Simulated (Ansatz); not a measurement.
**Lanthanum, omega (AlB2-type) under PBEsol: structure, energy and stiffness**

What does PBEsol give for lanthanum in the omega (AlB2-type) structure? We relax it, solve it on a dense k-mesh, then scale the cell to 7 volumes from 88 to 112 % of the relaxed one and try a fit of the equation of state. Spin polarisation is left out. The k-meshes are 6×6×9 for the relaxation; 8×8×12 for the dense run; 7×7×10 for the volumes.

Program: Ansatz 0.2.0. Level of theory: DFT PBEsol, plane waves (420 eV) with PAW, scalar-relativistic; PAW files made under PBE, frozen cores solved again for the functional. These are calculated values, not measurements.

## Step 1: The structure to begin with

It takes space group P6/mmm (No. 191, hexagonal). The conventional cell has a = 5.957 Å, b = 5.957 Å, c = 3.652 Å, α = 90.00°, β = 90.00°, γ = 120.00°. La (site symmetry 6/mmm) is surrounded by 14 La at 3.65 to 3.89 Å. La (site symmetry -6m2) has 11 La at 3.44 to 3.89 Å as nearest neighbours.

Structure file:

```cif
data_structure
_symmetry_space_group_name_H-M 'P 1'
_symmetry_Int_Tables_number 1
_cell_length_a 5.9575
_cell_length_b 5.9575
_cell_length_c 3.6519
_cell_angle_alpha 90.000
_cell_angle_beta 90.000
_cell_angle_gamma 120.000
_cell_volume 112.25
loop_
_atom_site_label
_atom_site_type_symbol
_atom_site_fract_x
_atom_site_fract_y
_atom_site_fract_z
_atom_site_occupancy
La1 La 0.00000 0.00000 0.00000 1
La2 La 0.33333 0.66667 0.50000 1
La3 La 0.66667 0.33333 0.50000 1
```

## Step 2: Geometry optimisation

input.yaml

```yaml
crystal:
  lattice:
    - [5.957452521, 0.0, 0.0]
    - [-2.9787262605, 5.159305225, 0.0]
    - [0.0, 0.0, 3.6519183953]
  atoms:
    - { symbol: La, position: [0.0, 0.0, 0.0] }
    - { symbol: La, position: [0.3333333333, 0.6666666667, 0.5] }
    - { symbol: La, position: [0.6666666667, 0.3333333333, 0.5] }
hamiltonian:
  xc: pbesol
  pseudopotentials:
    kind: paw
    azcp:
      La: "pseudopotentials/La.paw.azcp"
basis:
  ecutwfc: 420
  fft_grid_basis: typed
kpoints:
  mp_grid: { grid: [6, 6, 9], shift: [0, 0, 0] }
magnetization:
  spin_polarized: false
scf:
  occupations: { method: fermi_dirac, width: 0.1 }
relax:
  max_steps: 60
  f_tol: 0.01
  cell: {}
```

Further steps of the session: The energy on a finer k-mesh; Equation of state: 88 %; Equation of state: 92 %; Equation of state: 96 %; Equation of state: 100 %; Equation of state: 104 %; Equation of state: 108 %; Equation of state: 112 %.

**Question.** What will these runs give? Wanted: space group; conventional cell; volume; shortest distance; gap on the mesh; relative to dhcp; V₀, B₀, B₀′.

The runs gave:

| quantity | value |
| --- | --- |
| space group (spins left aside) | P6/mmm (No. 191) |
| conventional cell | a = 5.806 Å, c = 3.518 Å (c/a = 0.606) |
| volume | 34.240 Å³/atom |
| shortest distance | 3.352 Å |
| gap on the mesh | none (levels filled in part) |
| relative to dhcp | +31 meV/atom |
| V₀, B₀, B₀′ | 34.129 Å³/atom, 29 GPa, 2.5 |

From the guessed start the volume shrank by 8.5 % in 5 steps. Against the reference form of lanthanum (dhcp, computed apart with the same settings) it stands 31 meV/atom higher. No gap shows: it is a metal or semimetal at this level. B₀ comes out at 29 GPa; letting shape and positions relax at each volume could only lower it. The symmetry was held, so the structure may be unstable against distortions that break it.
